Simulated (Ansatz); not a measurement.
# SiGeHO (quartet): the correlation ladder at a displaced geometry (v2), cc-pVDZ

One table from this session's results is given with a row withheld; the runs are named, their logs left out.

The runs use Ansatz 0.2.0, Gaussian basis; cc-pVDZ, core rule «outside noble gas», up to 20 orbitals frozen.

Plan: UHF; CCSD(T) on ROHF; CCSD(T) on UHF; BCCD(T) on ROHF; CISD as a restricted active space (open shells left free, so some higher excitations enter); CCSDT(Q) on ROHF; CCSDT(Q) on UHF.

28 further runs of the same task are left out: 13 that didn't finish, 15 set aside as unsound or not needed. Runs told in other sessions of the task aren't counted.

## The geometry

The geometry is a PBE0/def2-TZVP stationary point (not a proven minimum) with its atoms shifted at random (size 0.100 Å). No spin-orbit coupling is included. The filled d shell of Ge may be among the frozen orbitals whatever the setting's name suggests.

4 atoms, charge 0, spin multiplicity 4.

Atoms are counted from 1 here; the program's logs count them from 0.

Bond lengths: Ge1–Si2 2.364 Å, Ge1–H4 1.542 Å, Si2–O3 1.612 Å. Angles: Si2–Ge1–H4 129.3°, Ge1–Si2–O3 76.6°.

Coordinates:

```xyz
4

Ge    0.0514   -0.0391    0.8482
Si   -0.1135    0.6291   -1.4137
O    -0.0369   -0.9789   -1.5032
H     0.0462    0.8254    2.1252
```

Set-up of the first run:

in.yaml reads:

```yaml
crystal:
  periodic: [false, false, false]
  atoms:
    - {symbol: Ge, position_ang: [0.051369, -0.039079, 0.848192]}
    - {symbol: Si, position_ang: [-0.113506, 0.629101, -1.413726]}
    - {symbol: O, position_ang: [-0.036885, -0.978901, -1.503153]}
    - {symbol: H, position_ang: [0.046223, 0.825394, 2.125220]}
basis:
  gaussian: {orbitals: cc-pVDZ}
magnetization: {spin_polarized: true, initial_magnetization: 3}
hamiltonian: {xc: hf}
output: {orbitals: {seedname: orbitals}}
```

Started as:

```sh
$ ansatz run in.yaml --threads 1 --pin off --events-out ev --progress --plain --max-ram 2393MiB
```

Steps of the session up to this table: UHF; CCSD(T) on ROHF; CCSD(T) on UHF; BCCD(T) on ROHF; CISD as a restricted active space (open shells left free, so some higher excitations enter); CCSDT(Q) on ROHF; CCSDT(Q) on UHF.

One table of the session follows, with a row left open; its other results are not shown here.

```
   method  from RCCSDT(Q) (kcal/mol)
     ROHF                          ?
      UHF                    +225.35
     RMP2                     +39.55
     UMP2                     +38.17
     CISD                     +39.47
    RCCSD                     +11.55
    UCCSD                     +10.85
 RCCSD(T)                      +2.71
 UCCSD(T)                      +2.42
  BCCD(T)                      +2.25
   RCCSDT                      +1.28
   UCCSDT                      +0.96
RCCSDT(Q)                          0
UCCSDT(Q)                      -0.32
```

Q: Estimate the row for ROHF from the others.

The run gave: from RCCSDT(Q) (kcal/mol): +233.64. In the column «from RCCSDT(Q) (kcal/mol)» it is the highest.

Caveats from the session: Restricted and unrestricted rows rest on different reference determinants; a gap between their highest levels can come from leftover correlation error, from unlike frozen cores or from another state.
